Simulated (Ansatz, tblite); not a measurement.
# The cluster K₆F₅+: one state, many levels

One table from this session's results is given with a row withheld; the runs are named, their logs left out.

Method: as each input shows; program: Ansatz 0.2.0, Gaussian basis.

Levels to be run: GFN1-xTB, GFN2-xTB, PBE-D4/def2-TZVP, r2SCAN-D4/def2-TZVP, LC-ωPBE/def2-TZVP, PBE-D4/def2-SVP, PBE0-D4/def2-SVP, MP2/def2-SVP, RPA/def2-SVP.

8 further runs of the same task are left out: 6 that didn't finish, 2 set aside as unsound or not needed. Runs told in other sessions of the task aren't counted.

### The relaxed structure

The singlet was relaxed beforehand with PBE0-D4/def2-SVP. At that level it is the lowest of the isomers that a small search found.

11 atoms, charge 1, spin multiplicity 1.

Bond lengths: K1–F8 2.449 Å, K1–F10 2.455 Å, K1–F11 2.648 Å, K2–F7 2.401 Å, K2–F9 2.443 Å, K3–F8 2.449 Å, K3–F9 2.646 Å, K3–F10 2.455 Å, K4–F7 2.606 Å, K4–F8 2.400 Å, K4–F9 2.660 Å, K4–F11 2.657 Å, K5–F9 2.578 Å, K5–F10 2.374 Å, K5–F11 2.577 Å, K6–F7 2.400 Å, K6–F11 2.444 Å. Angles: F8–K1–F10 81.6°, F8–K1–F11 85.4°, F10–K1–F11 84.8°, F7–K2–F9 84.4°, F8–K3–F9 85.5°, F8–K3–F10 81.6°, F9–K3–F10 84.8°, F7–K4–F8 155.9°, F7–K4–F9 76.3°, F7–K4–F11 76.4°, F8–K4–F9 86.1°, F8–K4–F11 86.2°, F9–K4–F11 86.3°, F9–K5–F10 88.0°, F9–K5–F11 89.7°, F10–K5–F11 88.1°, F7–K6–F11 84.4°, K2–F7–K4 91.8° and more.

The ion is computed in the gas phase, without counter-ions or solvent.

PBE0-D4/def2-TZVP was run before; its log isn't repeated, and its numbers join the tables.

Set-up of the first run:

Tight binding, by tblite at 300 K electronic temperature and without a spin-polarisation term:

```python
tblite.interface.Calculator('GFN1-xTB', numbers, positions, charge=1, uhf=0).singlepoint()
```

Tight binding, by tblite at 300 K electronic temperature and without a spin-polarisation term:

```python
tblite.interface.Calculator('GFN2-xTB', numbers, positions, charge=1, uhf=0).singlepoint()
```

start.molden holds the orbitals of an earlier run on this state, given as this run's starting guess.

in.yaml

```yaml
crystal:
  periodic: [false, false, false]
  atoms:
    - {symbol: K, position_ang: [1.558410, -1.647262, 1.951466]}
    - {symbol: K, position_ang: [-1.633134, 1.973714, -2.412210]}
    - {symbol: K, position_ang: [2.690648, 1.304191, 0.039783]}
    - {symbol: K, position_ang: [0.163462, -0.975583, -1.404621]}
    - {symbol: K, position_ang: [-0.639678, 1.236195, 1.531597]}
    - {symbol: K, position_ang: [-3.063190, -1.730972, -0.007272]}
    - {symbol: F, position_ang: [-2.311262, -0.220985, -1.714759]}
    - {symbol: F, position_ang: [2.298428, -1.087462, -0.314862]}
    - {symbol: F, position_ang: [0.225744, 1.628146, -0.865199]}
    - {symbol: F, position_ang: [1.601380, 0.796304, 2.180121]}
    - {symbol: F, position_ang: [-0.890808, -1.276295, 1.015956]}
basis:
  gaussian: {orbitals: def2-TZVP, initial_orbitals: start.molden}
total_charge: 1
hamiltonian: {xc: pbe, dispersion: d4}
scf: {omitted_lower_state_checks: [starts]}
output: {forces: true, orbitals: {seedname: orbitals}}
```

On the command line:

```sh
ansatz run in.yaml --threads 4 --pin off --events-out ev --progress --plain --max-ram 4787MiB
```

Among the steps run: PBE-D4/def2-TZVP; r2SCAN-D4/def2-TZVP; LC-ωPBE/def2-TZVP; PBE-D4/def2-SVP; PBE0-D4/def2-SVP; MP2/def2-SVP; RPA/def2-SVP.

One of the session's tables, all rows but one given; the rest of the session is left out.

```
              level  HOMO (eV)  LUMO (eV)  gap (eV)
    PBE-D4/def2-SVP      -7.96      -4.10      3.85
   PBE-D4/def2-TZVP      -8.30      -4.03      4.26
r2SCAN-D4/def2-TZVP      -8.62      -3.33      5.29
   PBE0-D4/def2-SVP      -9.80      -3.52      6.28
  PBE0-D4/def2-TZVP          ?          ?         ?
  LC-ωPBE/def2-TZVP     -13.01      -2.28     10.73
```

Estimate the missing values for PBE0-D4/def2-TZVP.

**Answer.** HOMO (eV): -10.14; LUMO (eV): -3.45; gap (eV): 6.69. In the column «HOMO (eV)» it lies between LC-ωPBE/def2-TZVP (-13.01) and PBE0-D4/def2-SVP (-9.80).
